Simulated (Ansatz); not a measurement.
# C₂H₁₀N₂Si: up Jacob's ladder to CCSD(T)

The task here is to estimate one member of a computed series from the others.

Program: Ansatz 0.2.0, Gaussian basis. Level of theory: functionals in def2-TZVPP, the program's frozen cores in correlated methods. These are calculated values, not measurements.

Levels to be run: PBE-D4, r2SCAN-D4, PBE0-D4, B3LYP-D4, ωB97X-V, ωB97M-V, B2PLYP; CCSD(T)/def2-TZVPP; MP2/def2-QZVPP; extrapolation to the limit.

### Structure used throughout

All runs share one geometry, relaxed beforehand with PBE0-D4 in a triple-zeta def2 set.

SMILES `CC(N)N[SiH3]`, 15 atoms, charge 0, spin multiplicity 1.

Atoms are counted from 1 here; the program's logs count them from 0.

Bond lengths: C1–C2 1.519 Å, C1–H6 1.091 Å, C1–H7 1.091 Å, C1–H8 1.096 Å, C2–N3 1.446 Å, C2–N4 1.458 Å, C2–H9 1.097 Å, N3–H10 1.014 Å, N3–H11 1.013 Å, N4–Si5 1.718 Å, N4–H12 1.011 Å, Si5–H13 1.486 Å, Si5–H14 1.496 Å, Si5–H15 1.488 Å. Angles: C2–C1–H6 110.7°, C2–C1–H7 110.8°, C2–C1–H8 110.1°, H6–C1–H7 109.2°, H6–C1–H8 107.9°, H7–C1–H8 108.1°, C1–C2–N3 109.0°, C1–C2–N4 112.3°, C1–C2–H9 108.5°, N3–C2–N4 113.9°, N3–C2–H9 106.8°, N4–C2–H9 106.0°, C2–N3–H10 110.4°, C2–N3–H11 109.8°, H10–N3–H11 107.3°, C2–N4–Si5 123.7°, C2–N4–H12 112.9°, Si5–N4–H12 117.8° and more.

Set-up of the first run:

File in.yaml:

```yaml
crystal:
  periodic: [false, false, false]
  atoms:
    - {symbol: C, position_ang: [-1.559986, -0.034889, 0.732629]}
    - {symbol: C, position_ang: [-0.041493, -0.053568, 0.699798]}
    - {symbol: N, position_ang: [0.463234, 0.681773, 1.837981]}
    - {symbol: N, position_ang: [0.490417, 0.400216, -0.579968]}
    - {symbol: Si, position_ang: [0.986495, -0.662413, -1.835539]}
    - {symbol: H, position_ang: [-1.970620, -0.632992, -0.082080]}
    - {symbol: H, position_ang: [-1.932449, -0.420409, 1.682912]}
    - {symbol: H, position_ang: [-1.926249, 0.991021, 0.613927]}
    - {symbol: H, position_ang: [0.296825, -1.091009, 0.816460]}
    - {symbol: H, position_ang: [0.072462, 1.617319, 1.855586]}
    - {symbol: H, position_ang: [1.469024, 0.776962, 1.767188]}
    - {symbol: H, position_ang: [0.154395, 1.316333, -0.842538]}
    - {symbol: H, position_ang: [1.637803, 0.158568, -2.889054]}
    - {symbol: H, position_ang: [-0.106200, -1.451119, -2.484204]}
    - {symbol: H, position_ang: [1.944444, -1.646393, -1.263696]}
basis:
  gaussian: {orbitals: def2-TZVPP}
hamiltonian: {xc: pbe, dispersion: d4}
output: {forces: true, orbitals: {seedname: orbitals}}
```

On the command line:

```sh
$ ansatz run in.yaml --threads 4 --pin off --events-out ev --progress --plain --max-ram 10444MiB
```

Steps of the session up to this table: PBE-D4 (GGA); r2SCAN-D4 (meta-GGA); PBE0-D4 (hybrid); B3LYP-D4 (hybrid); ωB97X-V (range-separated); ωB97M-V (range-separated); B2PLYP (double hybrid); CCSD(T) in def2-TZVPP; MP2 in def2-QZVPP.

One of the session's tables, all rows but one given; the rest of the session is left out.

It belongs to the step «Atomisation energies». 

| method | atomisation energy (kJ/mol) |
| --- | --- |
| PBE-D4 | 5397.3 |
| r2SCAN-D4 | 5301.6 |
| PBE0-D4 | 5319.5 |
| B3LYP-D4 | 5342.5 |
| ωB97X-V | 5350.5 |
| ωB97M-V | 5344.4 |
| B2PLYP | 5267.5 |
| HF/def2-TZVPP | 3814.5 |
| MP2/def2-TZVPP | 5207.8 |
| CCSD/def2-TZVPP | 5110.8 |
| CCSD(T)/def2-TZVPP | 5178.2 |
| MP2/CBS | 5353.3 |
| CCSD(T)/CBS | ? |

Q: Estimate the row for CCSD(T)/CBS from the others.

The run gave: atomisation energy (kJ/mol): 5323.7. In the column «atomisation energy (kJ/mol)» it lies between PBE0-D4 (5319.5) and B3LYP-D4 (5342.5).
